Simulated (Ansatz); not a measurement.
# InHCl (SMILES [Cl][InH]) at RPA@PBE/def2-TZVPP (core potential)

What is the vertical doublet–quartet gap of InHCl at RPA@PBE/def2-TZVPP (core potential)? 

The results are computed with Ansatz 0.2.0.

38 further runs of the same task are left out: 38 set aside as unsound or not needed.

## 1. The molecule

InHCl: 3 atoms, total charge 0, spin state doublet. As SMILES, `[Cl][InH]`. Geometry: relaxed at PBE0-D4/def2-TZVP.

Bond lengths: Cl1–In2 2.365 Å, In2–H3 1.773 Å. Angles: Cl1–In2–H3 115.3°.

## 2. A single-point energy at RPA@PBE/def2-TZVPP (core potential)

File molecule.yaml:

```yaml
crystal:
  periodic: [false, false, false]
  atoms:
    - {symbol: Cl, position_ang: [-1.649800, 0.396800, -0.867400]}
    - {symbol: In, position_ang: [0.409500, 0.542400, 0.286100]}
    - {symbol: H, position_ang: [1.229400, -1.003900, 0.568100]}
basis:
  gaussian:
    orbitals: def2-TZVPP
magnetization:
  spin_polarized: true
  initial_magnetization: 1
hamiltonian:
  xc: {name: PBE}
correlation:
  method: rpa
  frozen_orbitals: {Cl: 5, H: 0, In: 4}
accuracy: high
```

The run is started by

```sh
$ ansatz run molecule.yaml --threads 1 --pin off --max-ram 3480MiB --events-out events.jsonl --progress --plain --runs-dir runs
```

The log of the run:

```text
Warning: RAYON_NUM_THREADS=1 ignored (pool sized by the plan → 1); use --threads N
Functional definition: PBE
  name "PBE"
  parameter kappa = 0.804
  parameter beta = 0.06672455060314922
  exchange = pbe_x(kappa = kappa, mu = beta*pi^2/3)
  correlation = pbe_c(beta = beta)
1766 factors; integrals over basis functions are off by at most 3.3e-9 eV
mean field evaluation 1: about -17706.8710 eV, gradient 1.7e1 eV
mean field evaluation 2: about -17706.8693 eV, gradient 1.7e1 eV
mean field evaluation 4: about -17708.1843 eV, gradient 6.8e0 eV
mean field evaluation 8: about -17708.5745 eV, gradient 1.9e-1 eV
mean field evaluation 16: about -17708.5747 eV, gradient 5.0e-5 eV
mean field evaluation 32: about -17689.8325 eV, gradient 2.7e1 eV
mean field -17708.57473209 eV, -650.7781181011 hartree, gradient 2.7e-8 eV, S^2 0.753739; 0 other end points of the search recorded, 0 dependent functions left out
9 core orbitals not correlated: weight in the atoms' cores, before any rotation towards them, 1.000 or more for the frozen orbitals, at most 0.000 for the correlated occupied ones
reference -17668.33386976 eV, -649.2992936867 hartree; 11, 10 occupied and 86, 87 virtual orbitals, 1766 factors
Total energy: -17687.52841604 eV, -650.0046802521 hartree
```

It took 14 s on 1 thread of Arm Neoverse V2, shared host; peak memory 0.41 GiB.

## 3. The quartet at the same level

File run.yaml:

```yaml
crystal:
  periodic: [false, false, false]
  atoms:
    - {symbol: Cl, position_ang: [-1.649800, 0.396800, -0.867400]}
    - {symbol: In, position_ang: [0.409500, 0.542400, 0.286100]}
    - {symbol: H, position_ang: [1.229400, -1.003900, 0.568100]}
basis:
  gaussian: {orbitals: def2-TZVPP}
magnetization: {spin_polarized: true, initial_magnetization: 3}
hamiltonian: {xc: {name: PBE}}
correlation: {method: rpa, frozen_orbitals: {Cl: 5, H: 0, In: 4}}
accuracy: high
```

The run is started by

```sh
$ ansatz run run.yaml --threads 1 --pin off --max-ram 3480MiB --events-out events.jsonl --progress --plain --runs-dir runs
```

The log of the run:

```text
Warning: RAYON_NUM_THREADS=1 ignored (pool sized by the plan → 1); use --threads N
[... 6 set-up lines as earlier in the session ...]
1766 factors; integrals over basis functions are off by at most 3.3e-9 eV
mean field evaluation 1: about -17701.7213 eV, gradient 1.4e1 eV
mean field evaluation 2: about -17701.7192 eV, gradient 1.4e1 eV
mean field evaluation 4: about -17702.3694 eV, gradient 1.2e1 eV
mean field evaluation 8: about -17703.7510 eV, gradient 3.0e-1 eV
mean field evaluation 16: about -17703.7515 eV, gradient 5.5e-3 eV
mean field evaluation 32: about -17701.0868 eV, gradient 9.8e0 eV
mean field evaluation 64: about -17701.5327 eV, gradient 2.3e-8 eV
mean field evaluation 96: about -17701.6358 eV, gradient 1.5e0 eV
mean field evaluation 128: about -17703.7512 eV, gradient 2.1e-1 eV
mean field -17703.75153880 eV, -650.6008690172 hartree, gradient 2.5e-8 eV, S^2 3.755900; 13 other end points of the search recorded, 0 dependent functions left out
9 core orbitals not correlated: weight in the atoms' cores, before any rotation towards them, 1.000 or more for the frozen orbitals, at most 0.000 for the correlated occupied ones
reference -17663.64720402 eV, -649.1270618977 hartree; 12, 9 occupied and 85, 88 virtual orbitals, 1766 factors
Total energy: -17682.78601229 eV, -649.8304001287 hartree
```

Run time: 49 s. Hardware: 1 thread of Arm Neoverse V2, shared host; peak memory 0.49 GiB.

## 4. Outcome

At RPA@PBE/def2-TZVPP (core potential), 9 core orbitals frozen:

```
                                        quantity          value
                           doublet: total energy  -650.00468 Eh
       doublet: RPA correlation energy (valence)     -705.4 mEh
      doublet: ⟨S²⟩ of the reference determinant          0.754
                           quartet: total energy  -649.83040 Eh
       quartet: RPA correlation energy (valence)     -703.3 mEh
      quartet: ⟨S²⟩ of the reference determinant          3.756
vertical energy of the quartet above the doublet       4.742 eV
```

At this shape the quartet lies 4.74 eV (458 kJ/mol) above the doublet.
